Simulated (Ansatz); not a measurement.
# Pt: a line through a two-coordinate scan

One line of a two-coordinate grid on Pt (Fm-3m, No. 225; 1 atom in the cell): normal strain along x is varied, at normal strain along z = 1.75 %.

The COD entry's cell or inner coordinates are ideal or old and differ from later refinements, so a difference from it is no clean test against experiment.

Method: DFT LDA, scalar-relativistic, plane waves, PAW, in Ansatz 0.2.0.

40 further runs of the same task are left out: 40 set aside as unsound or not needed.

## Step 1: The structure to begin with

Symmetry: Fm-3m, No. 225, cubic system. Conventional cell: a = 3.894 Å, b = 3.894 Å, c = 3.894 Å, α = 90.00°, β = 90.00°, γ = 90.00°. Pt (site symmetry m-3m) has 12 Pt at 2.75 Å as nearest neighbours.

Coordinates:

```cif
data_structure
_symmetry_space_group_name_H-M 'P 1'
_symmetry_Int_Tables_number 1
_cell_length_a 2.7532
_cell_length_b 2.7532
_cell_length_c 2.7532
_cell_angle_alpha 60.000
_cell_angle_beta 60.000
_cell_angle_gamma 60.000
_cell_volume 14.76
loop_
_atom_site_label
_atom_site_type_symbol
_atom_site_fract_x
_atom_site_fract_y
_atom_site_fract_z
_atom_site_occupancy
Pt1 Pt 0.00000 0.00000 0.00000 1
```

It is the result of an earlier relaxation at this level (volume 14.76 Å³/atom; gap on the mesh: none (metal)).

## Step 2: Plan of the line

The energy is mapped over two homogeneous strains (x along [1 0 0], y along [0 1 0], z along [0 0 1] of the conventional cell).

- normal strain along x: 9 values from −11.00 to 11.00 %
- normal strain along z: 9 values from −7.00 to 7.00 %

Nothing else is relaxed (symmetry fixes all fractional coordinates). Energies count from the relaxed crystal. Points are written as (first, second).

## Step 3: Point (−11.00 %, 1.75 %)

Input file input.yaml:

```yaml
crystal:
  lattice:
    - [0.0, 1.94683287, 1.9809024452]
    - [1.7326812543, 0.0, 1.9809024452]
    - [1.7326812543, 1.94683287, 0.0]
  atoms:
    - { symbol: Pt, position: [0.0, 0.0, 0.0] }
basis:
  ecutwfc: 420
kpoints:
  mp_grid: { grid: [20, 20, 20] }
hamiltonian:
  xc: lda
scf:
  occupations: { method: gaussian, width: 0.15 }
output:
  forces: true
  stress: true
  eigenvalues: true
```

Run with:

```console
> ansatz run input.yaml --threads 1 --pin off --max-ram 2048MiB --backend cpu --events-out ev --progress --plain --runs-dir out
```

Further runs follow: the other points of the line.

Q: Predict the outcome of this session. Wanted: for each run, normal strain along x; energy; slope; pressure.

**Answer**, as computed:

| normal strain along x (%) | step | energy (meV/atom) | slope (meV/atom per %) | pressure (GPa) |
| --- | --- | --- | --- | --- |
| −11.00 | 3 | 205 | −45 | 41 |
| −8.25 | 4 | 102 | −30 | 26 |
| −5.50 | – | 38 | −17 | 14 |
| −2.75 | 5 | 7 | −6 | 4 |
| 0.00 | 6 | 5.0 | 4 | −5 |
| 2.75 | 7 | 28 | 12 | −12 |
| 5.50 | 8 | 71 | 19 | −18 |
| 8.25 | 9 | 131 | 25 | −22 |
| 11.00 | 10 | 205 | 29 | −26 |

Energies count from the relaxed crystal. Rows without a step come from runs not printed here or follow by symmetry. Slopes come from the forces (and the stress, where the cell changes), not from differences of energies.

Along the line the energy is lowest at 0.00 %, 5.0 meV/atom from the zero. A fit to energies and slopes at the lowest point and its two neighbours puts the minimum at −1.196 %, with a curvature of about 3.5 meV/atom per %². Divided by the reference volume, that is a stiffness of about 380 GPa for this pattern of strain. The highest point computed, at 11.00 %, lies 200 meV/atom above the lowest. This is one cut through a surface in two coordinates; the map's lowest point lies off it. Spin-orbit coupling is left out for Pt.
